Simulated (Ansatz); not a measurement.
**GePH (triplet): from Hartree-Fock to the top rungs at a displaced geometry (v2), cc-pVDZ**

An exercise on one series of results from a longer session: the logs are not shown, and one member is left open.

The runs use Ansatz 0.2.0, Gaussian basis; cc-pVDZ, core rule «outside noble gas», up to 19 orbitals frozen.

To be run: UHF; CCSD(T) on ROHF; CCSD(T) on UHF; BCCD(T) on ROHF; CISD; CCSDT(Q) on ROHF; CCSDT(Q) on UHF; CASSCF and MRCISD+Q, 10 electrons in 9 orbitals; CASSCF and NEVPT2, 10 electrons in 9 orbitals.

17 further runs of the same task are left out: 4 that didn't finish, 13 set aside as unsound or not needed.

## What is computed

The geometry is a PBE0/def2-TZVP stationary point (not a proven minimum) with its atoms shifted at random (size 0.100 Å). No spin-orbit coupling is included. The filled d shell of Ge may be among the frozen orbitals whatever the setting's name suggests; the logs give the count.

3 atoms, charge 0, spin multiplicity 3.

Atoms are counted from 1 here; the program's logs count them from 0.

Bond lengths: Ge1–P2 2.315 Å, Ge1–H3 1.577 Å. Angles: P2–Ge1–H3 92.1°.

The first run:

File in.yaml:

```yaml
crystal:
  periodic: [false, false, false]
  atoms:
    - {symbol: Ge, position_ang: [0.049662, -0.033907, 0.682366]}
    - {symbol: P, position_ang: [-0.115212, 0.029514, -1.625999]}
    - {symbol: H, position_ang: [-0.038592, 1.536654, 0.789975]}
basis:
  gaussian: {orbitals: cc-pVDZ}
magnetization: {spin_polarized: true, initial_magnetization: 2}
hamiltonian: {xc: hf}
output: {orbitals: {seedname: orbitals}}
```

Command:

```
ansatz run in.yaml --threads 1 --pin off --events-out ev --progress --plain --max-ram 2393MiB
```

Steps of the session up to this table: UHF; CCSD(T) on ROHF; CCSD(T) on UHF; BCCD(T) on ROHF; CISD; CCSDT(Q) on ROHF; CCSDT(Q) on UHF; CASSCF and MRCISD+Q, 10 electrons in 9 orbitals; CASSCF and NEVPT2, 10 electrons in 9 orbitals.

One table of the session follows, with a row left open; its other results are not shown here.

```
          method  from UCCSDT(Q) (meV)
            ROHF               +5437.9
             UHF               +5261.5
            RMP2               +1208.3
            UMP2               +1234.2
            CISD                +620.4
           RCCSD                +210.8
           UCCSD                +206.5
        RCCSD(T)                 +49.7
        UCCSD(T)                 +49.8
         BCCD(T)                 +48.5
          RCCSDT                 +11.6
          UCCSDT                 +11.2
       RCCSDT(Q)                     ?
       UCCSDT(Q)                     0
  CASSCF valence               +3976.7
  NEVPT2 valence                +996.1
  MRCISD valence                +328.7
MRCISD+Q valence                 +26.7
```

Q: Estimate the row for RCCSDT(Q) from the others.

**Answer.** from UCCSDT(Q) (meV): +0.9. In the column «from UCCSDT(Q) (meV)» it lies between UCCSDT(Q) (0) and UCCSDT (+11.2).

Limits of these values: Restricted and unrestricted rows rest on different reference determinants; where their highest levels disagree by more than a few hundredths of an eV, they describe different states and don't form one ladder.
